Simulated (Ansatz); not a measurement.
Crystal: SnSeS.

```
Sn Se S
1.0
     3.76020    0.00000    0.00000
    -1.88010    3.25643    0.00000
     0.00000    0.00000    6.36403
Sn Se S
1 1 1
Direct
  0.33333 0.66667 0.00765
  0.00000 0.00000 0.75771
  0.66667 0.33333 0.23464
```

The cell comes from a database or a generator and needn't be the stable form of this composition.

```yaml
Program: Ansatz 0.2.0
Task: relaxation of cell and atoms
Functional: PBE
Dispersion: D3(BJ)
Potentials_or_basis: Ansatz PAW
Cutoff: "420 eV (not typed: the program's choice for these potentials)"
k_mesh: 8 × 8 × 4
Occupations: fermi-dirac, width 0.05 eV
Spin: no spin polarisation
```

At the start: volume 25.98 Å³/atom.

Task: Where does the relaxation end?

Result: It ends after 7 steps and the volume is 24.05 Å³/atom (-7.4 %); space group P3m1 (No. 156, to 0.05 Å).

The path:
| step | energy change (eV) | largest force (eV/Å) | volume (Å³) |
| --- | --- | --- | --- |
| 1 | 0.0000 | 0.2684 | 77.93 |
| 2 | -0.0219 | 0.0144 | 75.57 |
| 3 | -0.0323 | 0.0560 | 73.50 |
| 4 | -0.0362 | 0.0339 | 71.41 |
| 5 | -0.0369 | 0.0155 | 72.11 |
| 6 | -0.0369 | 0.0012 | 72.16 |
| 7 | -0.0359 | 0.0017 | 72.16 |

Final structure:
```
Sn Se S
1.0
     3.75402    0.00000    0.00000
    -1.87701    3.25108    0.00000
     0.00000    0.00000    5.91242
Sn Se S
1 1 1
Direct
  0.33333 0.66667 0.00817
  0.00000 0.00000 0.73608
  0.66667 0.33333 0.25574
```

Caveat: the plane-wave basis is chosen anew once the cell has moved, so the energies of steps on either side of that aren't comparable.
